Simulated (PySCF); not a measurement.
# C8H5Cl: the cost of one run

Programs: PySCF 2.14.0, with routines of our own; each step states its level. All values are computed. Atoms count from 0.

### 1 The starting structure

14 atoms, charge 0, multiplicity 1; geometry from: GFN2-xTB.

### 2 Relaxing the molecule at B3LYP/def2-SV(P)

Job settings and geometry (Å):

```
{"job": {"xc": "B3LYP", "basis": "def2-SV(P)", "grid": 1, "kind": "geom"}, "charge": 0, "multiplicity": 1}
C      3.302759    -0.271250     0.163375
C      2.107047    -0.185865     0.102383
C      0.697750    -0.086735     0.031532
C     -0.083595    -1.232933    -0.118240
C     -1.459695    -1.139216    -0.189486
C     -2.076557     0.099608    -0.111746
C     -1.318146     1.248280     0.038412
C      0.060689     1.154823     0.106989
Cl     1.009140     2.590624     0.288104
H      4.347930    -0.343315     0.216835
H      0.407587    -2.192736    -0.177149
H     -2.053527    -2.033036    -0.307077
H     -3.151732     0.175067    -0.166920
H     -1.790329     2.216211     0.100822
```

Launch:

```sh
$ OMP_NUM_THREADS=1 python excited_run.py task.json out
```

The driver reads the jobs from task.json and runs them one after another.

Q: Estimate the wall time and peak memory of this first job on 1 thread of Arm Neoverse V1, shared host.

About 46 s, with a peak of 0.63 GiB.
